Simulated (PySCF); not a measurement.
# [Eu(SH)4]−: other functionals and bases at one geometry

An exercise on one series of results from a longer session: the logs are not shown, and one member is left open.

The runs use PySCF 2.14.0; several levels, as the steps say, no spin–orbit coupling.

2 further runs of the same task are left out: 1 for a known fault of the program, 1 that didn't finish.

## Starting geometry

9 atoms, charge -1, spin multiplicity 1.

Bond lengths: Eu1–S2 2.711 Å, Eu1–S4 2.711 Å, Eu1–S6 2.711 Å, Eu1–S8 2.711 Å, S2–H3 1.359 Å, S4–H5 1.359 Å, S6–H7 1.359 Å, S8–H9 1.359 Å. Angles: S2–Eu1–S4 108.6°, S2–Eu1–S6 109.9°, S2–Eu1–S8 109.9°, S4–Eu1–S6 109.9°, S4–Eu1–S8 109.9°, S6–Eu1–S8 108.6°, Eu1–S2–H3 89.7°, Eu1–S4–H5 89.7°, Eu1–S6–H7 89.6°, Eu1–S8–H9 89.6°.

As a file:

```xyz
9
charge -1, multiplicity 1
Eu    0.0000    0.0000   -0.0001
S     1.4866    1.6229    1.5824
H     1.8871    0.5415    2.3010
S    -1.4866   -1.6229    1.5824
H    -1.8871   -0.5415    2.3010
S     1.6228   -1.4866   -1.5826
H     0.5413   -1.8874   -2.3008
S    -1.6228    1.4866   -1.5826
H    -0.5413    1.8874   -2.3008
```

Formal oxidation states: Eu +3. Each metal's 6 4f electrons lie in its core potential, so multiplicities, spins and levels count the valence alone. An earlier session relaxed this geometry at B3LYP, Eu lcecp-1-SVP with ECP52, S def2-SVP, H def2-SVP (singlet, point group S4).

At B3LYP on the finer grid: E = -1630.373033 Eh, HOMO -2.73 eV, LUMO 2.70 eV, Mulliken charge on Eu1 +0.53 e, largest force component 0.019 eV/Å. 

Levels to run: PBE; r2SCAN; M06-L; BLYP; B3LYP, TZVP. Hardware: 2 threads of Intel Xeon Platinum 8375C at 2.90GHz (Ice Lake), shared host.

The first run:

run.py (the lines that set the calculation) reads:

```python
mol = gto.M(atom='''
Eu     0.00000     0.00000    -0.00009
S      1.48655     1.62290     1.58240
H      1.88708     0.54146     2.30104
S     -1.48655    -1.62290     1.58240
H     -1.88708    -0.54146     2.30104
S      1.62285    -1.48655    -1.58263
H      0.54135    -1.88740    -2.30076
S     -1.62285     1.48655    -1.58263
H     -0.54135     1.88740    -2.30076''',
    basis={'Eu': 'lcecp-1-SVP', 'S': 'def2-SVP', 'H': 'def2-SVP'},
    ecp={'Eu': 'lcecp-1-SVP'},
    charge=-1, spin=0)
mf = dft.RKS(mol, xc='PBE')
mf.grids.atom_grid = (75, 302)  # f atoms: unpruned, at least (60, 302)
mf = mf.density_fit()  # fitting sets: Eu AutoAux, S def2-universal-JKFIT, H def2-universal-JKFIT
mf.conv_tol = 1e-08; mf.max_cycle = 55
mf.kernel(dm0)  # dm0: the density of the relaxed state
```

Command:

```sh
OMP_NUM_THREADS=2 python run.py
```

Among the steps run: PBE; r2SCAN; M06-L; BLYP; B3LYP, TZVP.

One table of the session follows, with a row left open; its other results are not shown here.

```
               level  HOMO (eV)  gap (eV)  charge on Eu1 (e)  largest force component (eV/Å)
B3LYP (relaxed here)      -2.73      5.44               0.53                            0.02
                 PBE      -1.83      4.13               0.42                            0.17
              r2SCAN      -2.19      4.72               0.62                            0.12
               M06-L          ?         ?                  ?                               ?
                BLYP      -1.57      3.98               0.37                            0.26
         B3LYP, TZVP      -3.03      5.56               1.17                            0.23
```

Q: Estimate the row for M06-L from the others.

The run gave: HOMO (eV): -2.10; gap (eV): 4.73; charge on Eu1 (e): 0.85; largest force component (eV/Å): 0.24. In the column «HOMO (eV)» it lies between r2SCAN (-2.19) and PBE (-1.83).

In one basis the HOMO–LUMO gap runs from 3.98 eV (BLYP) to 5.44 eV (B3LYP). The largest leftover force, 0.26 eV/Å with BLYP, stands at a geometry relaxed at another level. With 4f in the core, its levels are missing from HOMO and gap, and its count is fixed, so no charge can pass from the ligands into it. Total energies of different levels can't be compared.
